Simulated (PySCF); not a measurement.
# C13H9BrOSe: the cost of one run

Computed with PySCF 2.14.0 and routines of our own; the level stands in each step. Atoms count from 0.

## 1. The starting structure

25 atoms, charge 0, multiplicity 1; geometry from: GFN2-xTB.

## 2. NMR shieldings: PBE0/pcSseg-1 Br:us-x2c-TZVPall-2c Se:us-x2c-TZVPall-2c, spin–orbit

What the job is given:

```
{"job": {"kind": "hnmr", "xc": "PBE0", "basis": {"default": "pcSseg-1", "Br": "us-x2c-TZVPall-2c", "Se": "us-x2c-TZVPall-2c"}, "rel": "so"}, "charge": 0, "multiplicity": 1}
O      0.082280     0.971217     0.879652
C     -0.585501     0.190575     0.262033
Se     0.330308    -1.119276    -0.873599
C      2.117745    -0.553420    -0.469655
C      2.498644     0.756398    -0.715948
C      3.780755     1.166455    -0.402121
C      4.668063     0.252439     0.141200
Br     6.436920     0.812337     0.571230
C      4.300759    -1.062619     0.373348
C      3.014791    -1.465497     0.065129
C     -2.049191     0.101686     0.273736
C     -2.755649    -0.797031    -0.521143
C     -4.135442    -0.827943    -0.471486
C     -4.819445     0.035149     0.371777
C     -4.122273     0.929841     1.168970
C     -2.742509     0.967149     1.122359
H      1.797701     1.458185    -1.142714
H      4.088620     2.185267    -0.581565
H      5.008909    -1.760006     0.794235
H      2.706966    -2.485971     0.244420
H     -2.218187    -1.470234    -1.180074
H     -4.681078    -1.524929    -1.089248
H     -5.898213     0.008049     0.407215
H     -4.655877     1.598816     1.827138
H     -2.180028     1.657507     1.732937
```

Level: PBE0/pcSseg-1 Br:us-x2c-TZVPall-2c Se:us-x2c-TZVPall-2c GIAO NMR shielding, X2C with spin-orbit coupling, screened-nuclear two-electron part, Gaussian nuclei, gas phase.

On the command line:

```bash
OMP_NUM_THREADS=2 python heavy_run.py task.json out
```

The driver reads the jobs from task.json and runs them one after another.

**Question.** How long does this first job take on 2 threads of Arm Neoverse V2, shared host, and how much memory does it need?

About 28 min, with a peak of 4.2 GiB.
